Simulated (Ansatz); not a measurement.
# Sc: a trial structure relaxed

Aim: relax Sc from this start, iodine type (Cmce, No. 64), and see where it ends.

Method: DFT PBEsol, scalar-relativistic, plane waves, PAW, in Ansatz 0.2.0.

### 1 The system as given

Symmetry: Cmce, No. 64, orthorhombic system. Conventional cell: a = 6.176 Å, b = 4.082 Å, c = 8.326 Å, α = 90.00°, β = 90.00°, γ = 90.00°. Around Sc (site symmetry m) lie 1 Sc at 2.30 Å.

As a file:

```
Sc
1.0
     3.08822   -2.04108    0.00000
     3.08822    2.04108    0.00000
     0.00000    0.00000    8.32607
Sc
4
Cartesian
  3.0882 -1.4288 0.9742
  3.0882 -0.6123 5.1372
  3.0882 1.4288 7.3519
  3.0882 0.6123 3.1889
```

(A quick probe on a coarse mesh, which set the mesh and smearing, is not shown.)

### 3 A loose first relaxation

Input file input.yaml:

```yaml
crystal:
  lattice:
    - [3.0882222546, -2.0410786644, 0.0]
    - [3.0882222546, 2.0410786644, 0.0]
    - [0.0, 0.0, 8.3260685457]
  atoms:
    - { symbol: Sc, position: [0.85, 0.15, 0.117] }
    - { symbol: Sc, position: [0.65, 0.35, 0.617] }
    - { symbol: Sc, position: [0.15, 0.85, 0.883] }
    - { symbol: Sc, position: [0.35, 0.65, 0.383] }
basis:
  ecutwfc: 420
kpoints:
  mp_grid: { grid: [6, 6, 2] }
hamiltonian:
  xc: pbesol
scf:
  occupations: { method: gaussian, width: 0.1 }
  lower_state_search: "off"
output:
  forces: true
  stress: true
  eigenvalues: true
relax:
  adjacent_minimum: "off"
  f_tol: 0.04
  max_steps: 70
  cell: { stress_tol: 0.4 }
```

Further runs follow: the relaxation.

Q: Predict the outcome of this session.

**Answer**, as computed:

```
           quantity                                                                      value
cell (conventional)  a = 4.552 Å, b = 4.552 Å, c = 4.552 Å, α = 90.00°, β = 90.00°, γ = 90.00°
        space group                                                            Fm-3m (No. 225)
             volume                                                              23.58 Å³/atom
    gap on the mesh                                                               none (metal)
```

In words: The structure ended in another space group than at the start: Cmce to Fm-3m.
